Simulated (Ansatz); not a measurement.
# AsH4: the cost of one run

Method: aug-cc-pVTZ, core rule «outside noble gas», up to 14 orbitals frozen; program: Ansatz 0.2.0, Gaussian basis.

Plan: UHF; CCSD(T) on ROHF; CCSD(T) on UHF; BCCD(T) on ROHF; CCSDT(Q) on ROHF; CCSDT(Q) on UHF; CASSCF and NEVPT2, 9 electrons in 8 orbitals.

4 further runs of the same task are left out: 4 set aside as unsound or not needed.

## Step 1: The geometry

The geometry is a PBE0/def2-TZVPD stationary point (not a proven minimum) of the parent state, kept for this charge and spin. No spin-orbit coupling is included. The filled d shell of As may be among the frozen orbitals whatever the setting's name suggests; the logs give the count.

5 atoms, charge 0, spin multiplicity 2.

Atoms are counted from 1 here; the program's logs count them from 0.

Bond lengths: As1–H2 1.669 Å, As1–H3 1.669 Å, As1–H4 1.669 Å, As1–H5 1.669 Å. Angles: H2–As1–H3 93.8°, H2–As1–H4 93.8°, H2–As1–H5 150.3°, H3–As1–H4 150.3°, H3–As1–H5 93.8°, H4–As1–H5 93.8°.

Geometry (Å):

```
As    0.00000    0.00000    0.00000
H     0.27035    0.98080    1.32282
H    -0.95755   -1.06993    0.85045
H     0.15702    1.24839   -1.09626
H     0.53017   -1.15926   -1.07701
```

## Step 2: UHF

The input, in.yaml:

```yaml
crystal:
  periodic: [false, false, false]
  atoms:
    - {symbol: As, position_ang: [0.000000, 0.000000, 0.000000]}
    - {symbol: H, position_ang: [0.270354, 0.980803, 1.322816]}
    - {symbol: H, position_ang: [-0.957546, -1.069929, 0.850450]}
    - {symbol: H, position_ang: [0.157024, 1.248386, -1.096259]}
    - {symbol: H, position_ang: [0.530168, -1.159260, -1.077008]}
basis:
  gaussian: {orbitals: aug-cc-pVTZ}
magnetization: {spin_polarized: true, initial_magnetization: 1}
hamiltonian: {xc: hf}
output: {orbitals: {seedname: orbitals}}
```

Run with:

```bash
$ ansatz run in.yaml --threads 1 --pin off --events-out ev --progress --plain --max-ram 4096MiB --backend cpu
```

What time and memory should one allow on 1 thread of AMD EPYC 7R13, shared host?

About 7.5 s, with a peak of 0.37 GiB.
